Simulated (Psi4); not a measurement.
**FNO-MP3/LANL2DZ (core potential, Cartesian functions) run of [AgCl2]− (SMILES [Cl][Ag-][Cl])**

Aim: the energy difference between two shapes of [AgCl2]− at FNO-MP3/LANL2DZ (core potential, Cartesian functions), from 2 runs. 

The results are computed with Psi4 1.11.

2 further runs of the same task are left out: 2 set aside as unsound or not needed.

**1. The molecule**

The species is [AgCl2]− (3 atoms), meant as a singlet with charge -1. As SMILES, `[Cl][Ag-][Cl]`. The shape comes from GFN2-xTB, which is rough for such elements, and wasn't checked as a minimum.

Bond lengths: Ag1–Cl2 2.292 Å, Ag1–Cl3 2.292 Å. Angles: Cl2–Ag1–Cl3 180.0°.

**2. The energy at FNO-MP3/LANL2DZ (core potential, Cartesian functions)**

agcl2.inp reads:

```
memory 1.6 GB

molecule geom {
  -1 1
  Ag     0.000080     0.000050     0.000040
  Cl    -0.016310    -0.020570     2.291760
  Cl     0.016230     0.020520    -2.291810
  units angstrom
}

set basis LANL2DZ
set scf_type pk
set num_frozen_docc 0
set mp_type conv

energy('fno-mp3')
print_variables()
```

Launch:

```bash
$ psi4 agcl2.inp agcl2.out -n 1
```

agcl2.out:

```text
[...]
    !!!  WARNING: ECP capability is in beta. Please check occupations closely.  !!!
[...]
  Running in c1 symmetry.
[...]
  Nuclear repulsion =   67.072578621435056
[...]
  Multiplicity = 1
[...]
  Nalpha       = 17
  Nbeta        = 17
[...]
    Number of basis functions: 40
[...]
   @RHF iter   1:  -174.36371989030397   -3.04600e+00   1.04459e-02 DIIS/ADIIS
[...]
   @RHF iter  11:  -174.48803911612595   -3.41061e-13   1.93462e-09 DIIS
[...]
    Orbital Energies [Eh]
    ---------------------
    Doubly Occupied:
       1A     -4.044098     2A     -2.549016     3A     -2.541804
       4A     -2.541804     5A     -0.826551     6A     -0.814440
       7A     -0.390619     8A     -0.377967     9A     -0.377967
      10A     -0.354128    11A     -0.354128    12A     -0.246932
      13A     -0.242398    14A     -0.242398    15A     -0.219889
      16A     -0.215359    17A     -0.215359
[...]
  @RHF Final Energy:  -174.48803911612595
   => Energetics <=
    Nuclear Repulsion Energy =             67.0725786214350563
    One-Electron Energy =                -450.0115195979899454
    Two-Electron Energy =                 208.4509018604289281
    Total Energy =                       -174.4880391161259467
[...]
 Multipole Moments:
 ------------------------------------------------------------------------------------
     Multipole            Electronic (a.u.)      Nuclear  (a.u.)        Total (a.u.)
 ------------------------------------------------------------------------------------
 L = 1.  Multiply by 2.5417464519 to convert [e a0] to [Debye]
 Dipole X            :          0.0001684           -0.0000848            0.0000837
 Dipole Y            :          0.0004779           -0.0002406            0.0002373
 Dipole Z            :          0.0003023           -0.0001138            0.0001885
 Magnitude           :                                                    0.0003144
[...]
      * MP2 total energy:                   -174.649441351741
[...]
      * MP2 total energy:                   -174.649441351741
[...]
      * MP3 total energy:                   -174.648367043828
[...]
```

It took 2.6 s on 1 thread of Intel Xeon 6975P-C (Granite Rapids), shared host; peak memory 0.2 GiB.

**3. The distorted shape, same level**

input.inp reads:

```
memory 1600 mb

molecule mol {
  -1 1
  Ag     0.024153    -0.068813     0.055959
  Cl    -0.013875    -0.106307     2.334627
  Cl     0.036354    -0.018833    -2.309851
  units angstrom
}

set scf_type pk
set num_frozen_docc 0
set mp_type conv

E = energy("fno-mp3/LANL2DZ")
print_variables()
```

Launch:

```bash
$ psi4 input.inp input.out -n 1
```

input.out:

```text
[...]
    !!!  WARNING: ECP capability is in beta. Please check occupations closely.  !!!
[...]
  Running in cs symmetry.
[...]
  Nuclear repulsion =   66.201830903237862
[...]
  Multiplicity = 1
[...]
  Nalpha       = 17
  Nbeta        = 17
[...]
    Number of basis functions: 40
[...]
   @RHF iter   1:  -174.36348668098114   -3.04205e+00   1.36415e-02 DIIS/ADIIS
[...]
   @RHF iter  11:  -174.49163807692634   -2.27374e-13   2.67549e-09 DIIS
[...]
    Orbital Energies [Eh]
    ---------------------
    Doubly Occupied:
       1Ap    -4.044922     2Ap    -2.549128     3Ap    -2.543215
       1App   -2.543214     4Ap    -0.826283     5Ap    -0.810502
       6Ap    -0.388730     7Ap    -0.376882     2App   -0.376879
       8Ap    -0.355862     3App   -0.355862     9Ap    -0.245693
      10Ap    -0.241212     4App   -0.241209    11Ap    -0.221443
       5App   -0.216257    12Ap    -0.216254
[...]
  @RHF Final Energy:  -174.49163807692634
   => Energetics <=
    Nuclear Repulsion Energy =             66.2018309032378625
    One-Electron Energy =                -448.2798437091263963
    Two-Electron Energy =                 207.5863747289621983
    Total Energy =                       -174.4916380769263355
[...]
 Multipole Moments:
 ------------------------------------------------------------------------------------
     Multipole            Electronic (a.u.)      Nuclear  (a.u.)        Total (a.u.)
 ------------------------------------------------------------------------------------
 L = 1.  Multiply by 2.5417464519 to convert [e a0] to [Debye]
 Dipole X            :         -0.0512790            0.0256725           -0.0256065
 Dipole Y            :          0.2096915           -0.0781706            0.1315209
 Dipole Z            :          0.0000000            0.0000000            0.0000000
 Magnitude           :                                                    0.1339904
[...]
      * MP2 total energy:                   -174.652147751656
[...]
      * MP2 total energy:                   -174.652147751656
[...]
      * MP3 total energy:                   -174.651229356890
[...]
```

Wall time 2.8 s (1 thread of Intel Xeon 6975P-C (Granite Rapids), shared host); peak memory 0.2 GiB.

**4. What came out**

At FNO-MP3/LANL2DZ (core potential, Cartesian functions):

```
                                                          quantity          value
                                         first shape: total energy  -174.64837 Eh
                  first shape: HOMO energy (Hartree–Fock orbitals)       -5.86 eV
                  first shape: LUMO energy (Hartree–Fock orbitals)        5.12 eV
first shape: HOMO–LUMO gap (to an unbound level, set by the basis)       10.98 eV
                                   first shape: correlation energy     -160.3 mEh
                                     distorted shape: total energy  -174.65123 Eh
              distorted shape: HOMO energy (Hartree–Fock orbitals)       -5.88 eV
              distorted shape: LUMO energy (Hartree–Fock orbitals)        5.10 eV
                               distorted shape: correlation energy     -159.6 mEh
                            energy change with the atoms displaced      -0.078 eV
```

What this shows: With the atoms displaced the energy falls by 0.08 eV (7.5 kJ/mol). The first shape isn't relaxed at this level, so the change isn't measured from a minimum.
